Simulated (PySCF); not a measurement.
**C4H9Al: electronic excitations and core binding energies**

What electronic excitations and core binding energies should C4H9Al (`C=[C](C)[AlH][CH3]`) show?

The runs use PySCF 2.14.0, with density-fitted response routines of our own; the level of theory stands in each step. All values are computed, except where a source is named. Atoms count from 0, in the outputs and in this text.

## Step 1: The starting structure

14 atoms, charge 0, multiplicity 1; geometry from: GFN2-xTB.

Bonds of the start (Å): C0–C1 1.33, C1–C2 1.50, C1–Al3 1.99, Al3–C4 1.99, C0–H5 1.09, C0–H6 1.08, C2–H7 1.09, C2–H8 1.09, C2–H9 1.09, Al3–H10 1.55, C4–H11 1.10, C4–H12 1.10, C4–H13 1.10.

## Step 2: Ultraviolet spectrum: CAM-B3LYP/def2-SVPD

The job: settings as JSON, then the geometry in Å.

```
{"job": {"kind": "uv", "xc": "CAM-B3LYP", "basis": "def2-SVPD", "nstates": 8, "ntriplets": 3}, "charge": 0, "multiplicity": 1}
C     -1.787661    -1.197197    -0.400597
C     -0.962073    -0.229254     0.001510
C     -1.475735     1.023447     0.656297
Al     0.935935    -0.691459    -0.395737
C      2.552619     0.429375    -0.093283
H     -1.381091    -2.090135    -0.867839
H     -2.865063    -1.165519    -0.293311
H     -2.564963     1.038747     0.705035
H     -1.134224     1.900395     0.105558
H     -1.077109     1.102823     1.668243
H      1.068378    -2.109385    -1.011083
H      2.659923     0.758230     0.947962
H      2.558962     1.344442    -0.698566
H      3.471422    -0.114982    -0.346354
```

Level: TDDFT CAM-B3LYP/def2-SVPD, vertical, gas phase, core orbitals frozen in the response.

Started as:

```
$ OMP_NUM_THREADS=1 python probes_run.py task.json out
```

The driver reads the jobs from task.json and runs them one after another.

Log:

```text
coarse grid: 11552 points
cycle   1  E = -399.8529110541  dE =  1.852e-01  |g| = 3.835e-01  |ddm| = 5.002e+00
cycle   2  E = -399.8675931827  dE = -1.468e-02  |g| = 3.249e-01  |ddm| = 1.162e+00
cycle   3  E = -399.8961135845  dE = -2.852e-02  |g| = 3.106e-02  |ddm| = 4.803e-01
cycle   4  E = -399.8963294672  dE = -2.159e-04  |g| = 2.155e-02  |ddm| = 9.287e-02
cycle   5  E = -399.8964473157  dE = -1.178e-04  |g| = 3.625e-03  |ddm| = 3.891e-02
cycle   6  E = -399.8964510686  dE = -3.753e-06  |g| = 5.913e-04  |ddm| = 8.300e-03
final grid: 105072 points
cycle   7  E = -399.9639771810  dE = -2.385e-05  |g| = 3.096e-03  |ddm| = 5.633e-02
cycle   8  E = -399.9639777493  dE = -5.683e-07  |g| = 2.794e-03  |ddm| = 1.049e-02
cycle   9  E = -399.9639798087  dE = -2.059e-06  |g| = 1.423e-04  |ddm| = 3.678e-03
cycle  10  E = -399.9639798119  dE = -3.144e-09  |g| = 1.180e-04  |ddm| = 4.864e-04
cycle  11  E = -399.9639798153  dE = -3.402e-09  |g| = 2.131e-05  |ddm| = 1.811e-04
cycle  12  E = -399.9639798154  dE = -1.348e-10  |g| = 6.197e-06  |ddm| = 4.492e-05
converged SCF energy = -399.9639798154

Static polarisability (au): isotropic 77.322, principal 58.261 78.684 95.022

Singlet excitations
state   eV       nm        f      main configurations
  1   5.0817    244.0   0.00001   H-1->L 0.97
  2   5.5945    221.6   0.00268   H-2->L 0.94
  3   5.8042    213.6   0.11358   H->L 0.95
  4   6.6814    185.6   0.00190   H-1->L+2 0.86
  5   6.8933    179.9   0.02329   H->L+1 0.84
  6   6.9029    179.6   0.12968   H-1->L+1 0.88
  7   7.3648    168.3   0.01020   H-2->L+1 0.73, H->L+2 0.12
  8   7.5300    164.7   0.17507   H->L+2 0.70, H-2->L+1 0.12

Triplet excitations (Tamm-Dancoff, eV): 4.0825 4.6650 5.2065
```

Wall time 25 s (1 thread of Arm Neoverse V1, shared host); peak memory 0.76 GiB.

The orbitals next to the gap, with their largest atomic shares:

```tsv
orbital	eV	atoms
HOMO−3	-11.44	C0 23 %, C2 22 %, C1 13 %
HOMO−2	-9.43	H10 29 %, Al3 29 %, C4 25 %
HOMO−1	-8.91	C1 33 %, Al3 18 %, C4 14 %
HOMO	-8.81	C0 38 %, C1 35 %, C2 9 %
LUMO	-0.18	Al3 49 %, C1 13 %, C0 13 %
LUMO+1	0.68	Al3 60 %, C4 9 %, H12 5 %
LUMO+2	1.65	C1 28 %, C0 20 %, Al3 20 %
```

With each of the 8 states as a Gaussian band of 0.4 eV half-width at 1/e, the curve within the window shown has maxima at 213 nm (ε 4,700), 166 nm (ε 8,200) L/(mol cm). Beyond the last state computed it falls off for lack of states. The curve at chosen wavelengths:

| nm | ε (L/mol/cm) |
| --- | --- |
| 158 | 4174 |
| 163 | 7549 |
| 167 | 8117 |
| 172 | 7487 |
| 177 | 7260 |
| 182 | 6192 |
| 186 | 4421 |
| 191 | 2374 |
| 196 | 1661 |
| 200 | 2114 |
| 205 | 3366 |
| 210 | 4446 |
| 215 | 4631 |
| 219 | 4089 |
| 224 | 2946 |
| 229 | 1794 |
| 234 | 946 |
| 238 | 518 |
| 243 | 222 |
| 248 | 86 |
| 252 | 39 |
| 257 | 13 |
| 262 | 4 |
| 267 | 1 |
| 271 | 1 |
| 276 | 0 |

Leading natural transition orbitals of singlet state 8: the hole lies on C0, C1 about 36 % each; the particle on C1 30 %; H5 16 %; C0 13 %.

Leading natural transition orbitals of singlet state 1: the hole lies on C1 40 %; Al3 15 %; C4 12 %; the particle on Al3 47 %; C0 13 %; H10 11 %.

Ground-state properties from the same run:

```tsv
property	computed
dipole moment (D)	0.85
polarisability (Å³)	11.46
HOMO–LUMO gap (eV)	8.63
−ε(HOMO) (eV)	8.81
```

Orbitals, density, ELF and potential are computed afterwards from the orbital file.

Frontier orbitals at CAM-B3LYP/def2-SVPD, with the share of their density that lies nearest to each atom:

```tsv
orbital	energy (eV)	lies on
HOMO	-8.81	C0, C1 about 37 % each
LUMO	-0.18	Al3 47 %; H10 15 %; C0 10 %
```

ELF in a plane through or near 10 of the atoms.

Ten even steps from '0' (0.00) to '9' (1.00):
```
0000000000000000000000000000
0000000000000000000000000000
0000000000000000000000000000
0000000000000000000000000000
0000000000000001100010000000
0000000000000013422574000000
0000000110000026648999200000
0000011432000015258999300000
0000114654410126866883000000
0001577337842784262000000000
0003999649501592765367400000
0004999877187186771899930000
0000698212022011433799920000
0000011004898711898568500000
0000000029999912999500000000
0000000049999910899500000000
0000000018999810044000000000
0000000000244100000000000000
0000000000000000000000000000
0000000000000000000000000000
```
The map spans 12.1 Å across and 10.0 Å up, centred on the molecule. Atoms in the plane (x, y in Å): C0 (1.9, -1.1), C1 (1.0, -0.1), C2 (1.4, 1.3), Al3 (-0.9, -0.9), C4 (-2.6, 0.2), H5 (1.5, -2.2), H6 (2.9, -1.0), H7 (2.5, 1.4), H10 (-0.9, -2.4), H13 (-3.5, -0.5).

log10 of the density (e/Å³) in the same plane.

Values, 10 rows by 14 columns:
```
-4.0 -4.0 -4.0 -4.0 -4.0 -4.0 -4.0 -4.0 -4.0 -4.0 -4.0 -4.0 -4.0 -4.0
-4.0 -4.0 -4.0 -4.0 -4.0 -4.0 -4.0 -3.5 -3.3 -3.5 -3.9 -4.0 -4.0 -4.0
-4.0 -4.0 -3.8 -3.1 -3.0 -3.3 -2.8 -1.9 -1.4 -1.7 -2.1 -3.2 -4.0 -4.0
-4.0 -3.7 -2.6 -1.8 -1.5 -2.0 -2.3 -1.0  0.1 -0.1 -0.6 -2.2 -3.7 -4.0
-4.0 -3.0 -1.8 -0.6  0.0 -0.8 -1.4 -0.8  0.2 -0.1 -0.8 -2.3 -3.5 -4.0
-4.0 -2.7 -1.2  0.1  0.2 -0.3 -0.2  0.0  1.6 -0.2 -0.8 -1.8 -3.2 -4.0
-4.0 -3.2 -1.9 -1.2 -1.1 -0.6  0.2 -0.8 -0.2  1.1  0.0 -1.4 -3.0 -4.0
-4.0 -4.0 -3.4 -2.8 -1.8 -0.5  0.0 -1.2 -0.4 -0.3 -1.5 -2.6 -3.7 -4.0
-4.0 -4.0 -4.0 -3.7 -2.4 -1.6 -1.3 -2.0 -2.0 -2.0 -2.8 -3.9 -4.0 -4.0
-4.0 -4.0 -4.0 -4.0 -3.5 -3.0 -2.9 -3.2 -3.7 -3.9 -4.0 -4.0 -4.0 -4.0
```
The map spans 12.1 Å across and 10.0 Å up, centred on the molecule. Atoms in the plane (x, y in Å): C0 (1.9, -1.1), C1 (1.0, -0.1), C2 (1.4, 1.3), Al3 (-0.9, -0.9), C4 (-2.6, 0.2), H5 (1.5, -2.2), H6 (2.9, -1.0), H7 (2.5, 1.4), H10 (-0.9, -2.4), H13 (-3.5, -0.5).

On the surface of density 0.002 e/bohr³ the electrostatic potential runs, from the 1st to the 99th percentile, from -0.66 to 2.69 V.

## Step 3: X-ray photoelectron lines: SCAN, X2C

The job, as its differences from that of step 2:

```diff
@@ -1,2 +1,2 @@
-{"job": {"kind": "uv", "xc": "CAM-B3LYP", "basis": "def2-SVPD", "nstates": 8, "ntriplets": 3}, "charge": 0, "multiplicity": 1}
+{"job": {"kind": "xps"}, "charge": 0, "multiplicity": 1}
 C     -1.787661    -1.197197    -0.400597
```

With the program's defaults for keys left out, this is: delta-SCF UKS SCAN, pcX-2 on the ionised atom, pcseg-1 elsewhere, spin-free X2C.

Log:

```text
ground state, core basis on atom 0 (C), 150 functions
  cycle   1  E = -400.46142264  |g| = 6.38e-01
  cycle   2  E = -400.35083343  |g| = 8.67e-01
  cycle   3  E = -400.57483555  |g| = 7.16e-02
  cycle   4  E = -400.57613624  |g| = 3.90e-02
  cycle   5  E = -400.57649986  |g| = 1.53e-02
  cycle   6  E = -400.57655552  |g| = 6.75e-03
  cycle   7  E = -400.57656851  |g| = 1.50e-03
  cycle   8  E = -400.57656806  |g| = 2.98e-04
  E(ground) = -400.61548224 Eh
hole in C 1s of atom 0
  cycle   1  E = -389.33861060  |g| = 1.51e+00
  cycle   2  E = -387.30908599  |g| = 2.12e+00
  cycle   3  E = -389.55580526  |g| = 7.63e-01
  cycle   4  E = -389.86518791  |g| = 3.51e-01
  cycle   5  E = -389.90890171  |g| = 1.83e-01
  cycle   6  E = -389.92449629  |g| = 4.20e-02
  cycle   7  E = -389.92543154  |g| = 1.35e-02
  cycle   8  E = -389.92556047  |g| = 4.28e-03
  cycle   9  E = -389.92558289  |g| = 2.18e-03
  cycle  10  E = -389.92559156  |g| = 1.04e-03
  cycle  11  E = -389.92559384  |g| = 7.18e-04
  cycle  12  E = -389.92559455  |g| = 1.79e-04
  E(ion) = -389.96372438 Eh   <S^2> = 0.7880   hole on atom = 1.000   binding energy = 289.849 eV
ground state, core basis on atom 1 (C), 150 functions
  cycle   1  E = -400.57815361  |g| = 6.30e-02
  cycle   2  E = -400.57731197  |g| = 6.29e-02
  cycle   3  E = -400.57795731  |g| = 3.97e-02
  cycle   4  E = -400.57839350  |g| = 4.82e-03
  cycle   5  E = -400.57840005  |g| = 8.03e-04
  cycle   6  E = -400.57840066  |g| = 1.81e-04
  E(ground) = -400.61717464 Eh
hole in C 1s of atom 1
  cycle   1  E = -389.34527450  |g| = 1.51e+00
  cycle   2  E = -386.99532580  |g| = 2.25e+00
  cycle   3  E = -389.54364551  |g| = 7.75e-01
  cycle   4  E = -389.87146643  |g| = 3.64e-01
  cycle   5  E = -389.91175312  |g| = 2.31e-01
  cycle   6  E = -389.93673460  |g| = 4.66e-02
  cycle   7  E = -389.93794630  |g| = 1.62e-02
  cycle   8  E = -389.93819349  |g| = 6.52e-03
  cycle   9  E = -389.93827900  |g| = 4.65e-03
  cycle  10  E = -389.93834559  |g| = 3.50e-03
  cycle  11  E = -389.93838434  |g| = 2.05e-03
  cycle  12  E = -389.93839747  |g| = 9.15e-04
  cycle  13  E = -389.93839925  |g| = 3.41e-04
  E(ion) = -389.97623208 Eh   <S^2> = 0.8282   hole on atom = 1.000   binding energy = 289.555 eV
ground state, core basis on atom 2 (C), 150 functions
  cycle   1  E = -400.57504622  |g| = 5.76e-02
  cycle   2  E = -400.57491160  |g| = 2.80e-02
  cycle   3  E = -400.57478097  |g| = 3.48e-02
  cycle   4  E = -400.57510834  |g| = 7.24e-03
  cycle   5  E = -400.57512093  |g| = 1.71e-04
  E(ground) = -400.61362796 Eh
hole in C 1s of atom 2
  cycle   1  E = -389.34031072  |g| = 1.50e+00
  cycle   2  E = -388.70094907  |g| = 1.78e+00
  cycle   3  E = -389.81084476  |g| = 4.26e-01
  cycle   4  E = -389.82735903  |g| = 3.56e-01
  cycle   5  E = -389.89980211  |g| = 5.04e-02
  cycle   6  E = -389.90079662  |g| = 1.88e-02
  cycle   7  E = -389.90098147  |g| = 7.53e-03
  cycle   8  E = -389.90101656  |g| = 2.18e-03
  cycle   9  E = -389.90101921  |g| = 1.16e-03
  cycle  10  E = -389.90102046  |g| = 6.64e-04
  cycle  11  E = -389.90102024  |g| = 2.95e-04
  E(ion) = -389.93823532 Eh   <S^2> = 0.7678   hole on atom = 1.000   binding energy = 290.492 eV
ground state, core basis on atom 3 (Al), 161 functions
  cycle   1  E = -400.64612068  |g| = 2.41e-01
  cycle   2  E = -400.64617035  |g| = 4.26e-02
  cycle   3  E = -400.64598543  |g| = 4.03e-02
  cycle   4  E = -400.64625220  |g| = 2.03e-02
  cycle   5  E = -400.64636353  |g| = 1.84e-03
  cycle   6  E = -400.64636577  |g| = 2.54e-04
  E(ground) = -400.64848052 Eh
hole in Al 1s of atom 3
  cycle   1  E = -342.07783849  |g| = 3.97e+00
  cycle   2  E = -341.61644776  |g| = 2.20e+00
  cycle   3  E = -340.30582599  |g| = 1.59e+00
  cycle   4  E = -342.55334365  |g| = 8.68e-01
  cycle   5  E = -343.07415925  |g| = 1.31e-01
  cycle   6  E = -343.07549697  |g| = 1.19e-01
  cycle   7  E = -343.08239660  |g| = 4.91e-02
  cycle   8  E = -343.08370510  |g| = 1.39e-02
  cycle   9  E = -343.08381416  |g| = 3.46e-03
  cycle  10  E = -343.08382179  |g| = 9.36e-04
  cycle  11  E = -343.08382176  |g| = 3.70e-04
  E(ion) = -343.08949886 Eh   <S^2> = 0.7527   hole on atom = 1.000   binding energy = 1566.260 eV
hole in Al 2p of atom 3
  cycle   1  E = -397.41203383  |g| = 1.07e+00
  cycle   2  E = -396.87701391  |g| = 1.20e+00
  cycle   3  E = -397.50378089  |g| = 5.14e-01
  cycle   4  E = -397.68460822  |g| = 1.13e-01
  cycle   5  E = -397.68752775  |g| = 9.49e-02
  cycle   6  E = -397.69174752  |g| = 3.88e-02
  cycle   7  E = -397.69270591  |g| = 9.43e-03
  cycle   8  E = -397.69275751  |g| = 4.66e-03
  cycle   9  E = -397.69277273  |g| = 1.45e-03
  cycle  10  E = -397.69277704  |g| = 1.04e-03
  cycle  11  E = -397.69278100  |g| = 8.36e-04
  cycle  12  E = -397.69278554  |g| = 6.43e-04
  cycle  13  E = -397.69278888  |g| = 3.13e-04
  E(ion) = -397.70217536 Eh   <S^2> = 0.7615   hole on atom = 1.003   binding energy = 80.173 eV
  2p3/2 = 79.679 eV   2p1/2 = 80.270 eV
ground state, core basis on atom 4 (C), 150 functions
  cycle   1  E = -400.57590591  |g| = 5.73e-02
  cycle   2  E = -400.57588455  |g| = 1.77e-02
  cycle   3  E = -400.57587387  |g| = 1.93e-02
  cycle   4  E = -400.57597167  |g| = 1.67e-03
  cycle   5  E = -400.57597161  |g| = 3.83e-04
  E(ground) = -400.61460548 Eh
hole in C 1s of atom 4
  cycle   1  E = -389.36315422  |g| = 1.50e+00
  cycle   2  E = -388.82279766  |g| = 1.71e+00
  cycle   3  E = -389.88478769  |g| = 3.24e-01
  cycle   4  E = -389.90240578  |g| = 2.17e-01
  cycle   5  E = -389.93284793  |g| = 5.34e-02
  cycle   6  E = -389.93406585  |g| = 2.96e-02
  cycle   7  E = -389.93451194  |g| = 8.06e-03
  cycle   8  E = -389.93455217  |g| = 1.70e-03
  cycle   9  E = -389.93455476  |g| = 6.89e-04
  cycle  10  E = -389.93455598  |g| = 4.21e-04
  E(ion) = -389.97220693 Eh   <S^2> = 0.7673   hole on atom = 1.000   binding energy = 289.594 eV
```

Wall time 57 s (1 thread of Arm Neoverse V1, shared host); peak memory 0.64 GiB.

The holes in one table. −ε is the ground-state orbital energy:

```tsv
hole	stands for	environment	ΔSCF (eV; 2p as the shell's mean)	−ε (eV)	⟨S²⟩
C1s on C0	C0	terminal =CH2 carbon	289.85	273.4	0.788
C1s on C1	C1	fully substituted alkene carbon	289.55	273.3	0.828
C1s on C2	C2	allylic methyl carbon	290.49	273.4	0.768
Al1s on Al3	Al3	aluminium bonded to 2 C, H	1566.26	1517.6	0.753
Al2p on Al3	Al3	aluminium bonded to 2 C, H	79.88	70.2	0.762
C1s on C4	C4	methyl carbon bonded to Al	289.59	272.8	0.767
```

With the spin-orbit splitting: Al3 2p3/2 79.68, 2p1/2 80.27 eV. The table gives each 2p level as the mean over the whole 2p shell (two parts 2p3/2, one part 2p1/2), which differs a little from the single hole in the log.

## Step 4: Results

| quantity | value |
| --- | --- |
| lowest singlet (CAM-B3LYP/def2-SVPD) | 5.08 eV (244 nm), f = 0.000 |
| brightest single state of those computed | state 8, 7.53 eV, f = 0.175 |
| lowest triplet | 4.08 eV |
| surface potential, 1st and 99th percentile | -0.66 V and 2.69 V |
| C1s binding energies, SCAN/pcX-2 | C2 290.49, C0 289.85, C4 289.59, C1 289.55 eV |
| Al1s binding energies, SCAN/pcX-2 | Al3 1566.26 eV |
| Al2p binding energies, SCAN/pcX-2 | Al3 79.88 eV |

The lowest singlet, at 5.08 eV, is HOMO−1→LUMO 0.97 and is dark; of the 8 states computed, the strongest absorption comes from state 8 at 7.53 eV (the last computed, so partners may be missing). The lowest triplet lies 1.00 eV below the lowest singlet (triplets in Tamm-Dancoff, singlets in full TDDFT). The C1s levels kept as sound span 0.94 eV, from C1 (fully substituted alkene carbon) up to C2 (allylic methyl carbon).
